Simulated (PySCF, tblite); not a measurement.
# C₈H₁₄NP: geometry, infrared bands and NMR shifts

Aim: predict the infrared bands and NMR shifts of C₈H₁₄NP (`C/C(=P\CCC#N)C(C)C`).

Programs: tblite 0.8.0 and PySCF 2.14.0, with density-fitted response routines of our own. Each step states its level of theory. These are calculated values for one molecule in the gas phase, unless marked as measured. Atoms are numbered from 0 throughout.

## (1) The molecule as given

24 atoms, charge 0, multiplicity 1; geometry from: force field or distance geometry start.

Bonds of the start (Å): C0–C1 1.53, C1–P2 1.78, P2–C3 1.87, C3–C4 1.53, C4–C5 1.47, C5–N6 1.16, C1–C7 1.55, C7–C8 1.53, C7–C9 1.53, C0–H10 1.09, C0–H11 1.10, C0–H12 1.07, C3–H13 1.11, C3–H14 1.09, C4–H15 1.10, C4–H16 1.10, C7–H17 1.09, C8–H18 1.10, C8–H19 1.09, C8–H20 1.09, C9–H21 1.09, C9–H22 1.08, C9–H23 1.09.

## (2) Optimising the geometry with GFN2-xTB

Job settings and geometry (Å):

```
{"job": {"kind": "relax", "xc": "GFN2-xTB", "basis": "xTB"}, "charge": 0, "multiplicity": 1}
C     -0.389100    -1.043800    -0.974900
C     -0.534300    -0.010800     0.140600
P      0.802500     0.909200     0.870500
C      2.301600     0.323200    -0.082600
C      3.580600     0.978800     0.438900
C      4.734700     0.489800    -0.328600
N      5.646900     0.097600    -0.936000
C     -1.967300     0.208800     0.694800
C     -2.564100    -1.093200     1.237600
C     -2.876500     0.826400    -0.369100
H     -0.673200    -2.031900    -0.598400
H     -1.072100    -0.780200    -1.793500
H      0.605700    -1.101800    -1.370100
H      2.392600    -0.772700     0.031700
H      2.169000     0.545900    -1.137900
H      3.727500     0.770600     1.509900
H      3.517200     2.074000     0.331600
H     -1.920300     0.908700     1.526000
H     -3.513400    -0.887200     1.761000
H     -2.770500    -1.809200     0.444800
H     -1.888300    -1.559100     1.951600
H     -3.831700     1.132200     0.063600
H     -3.079200     0.135900    -1.175500
H     -2.410100     1.708600    -0.811400
```

Command:

```sh
OMP_NUM_THREADS=1 python probes_run.py task.json out
```

One launch serves the whole session: the jobs run in the order shown.

**Question.** This job is followed by: GFN2-xTB harmonic vibrations, gas phase; GIAO PBE0/pcSseg-1 NMR shielding, non-relativistic, gas phase. Predict these results of the whole session: strongest single infrared mode (GFN2-xTB); zero-point energy (GFN2-xTB); 13C shifts against TMS (PBE0/pcSseg-1, means over atoms taken as alike); 1H shifts against TMS (PBE0/pcSseg-1, means over atoms taken as alike); 31P shifts against H3PO4 (PBE0/pcSseg-1); 15N shifts against NH3 (PBE0/pcSseg-1); surface potential, 1st and 99th percentile.

**Answer**, as computed:

```
                                                               quantity                                           value
                              strongest single infrared mode (GFN2-xTB)                           2411 cm⁻¹, 240 km/mol
                                           zero-point energy (GFN2-xTB)                                  125.9 kcal/mol
13C shifts against TMS (PBE0/pcSseg-1, means over atoms taken as alike)  232.1, 124.9, 46.0, 32.3, 24.4, 21.3, 15.6 ppm
 1H shifts against TMS (PBE0/pcSseg-1, means over atoms taken as alike)                3.17, 2.43, 2.36, 2.14, 1.19 ppm
                               31P shifts against H3PO4 (PBE0/pcSseg-1)                                       249.8 ppm
                                 15N shifts against NH3 (PBE0/pcSseg-1)                                       297.9 ppm
                                  surface potential, 1st and 99th percentile                              -1.79 V and 1.11 V
```

**Reading.** Relaxing lowered the energy by 0.331 eV in 152 steps; the close pair that moved most is C1–P2, from 1.779 to 1.684 Å. No mode is imaginary among the 66: a minimum at this level. The strongest single mode, at 2411 cm⁻¹, moves mainly C5 and N6. GFN2-xTB is a fitted tight-binding method: band positions and strengths are rough. Its intensities can rank the bands wrongly. At PBE0/pcSseg-1: The widest tensor belongs to P2: span 601 ppm, with a paramagnetic part of -904 ppm. At PBE0/pcSseg-1, counted by nearest atom on the grid, the HOMO lies on P2 44 %; C1 32 %, the LUMO on P2 40 %; C1 35 %.
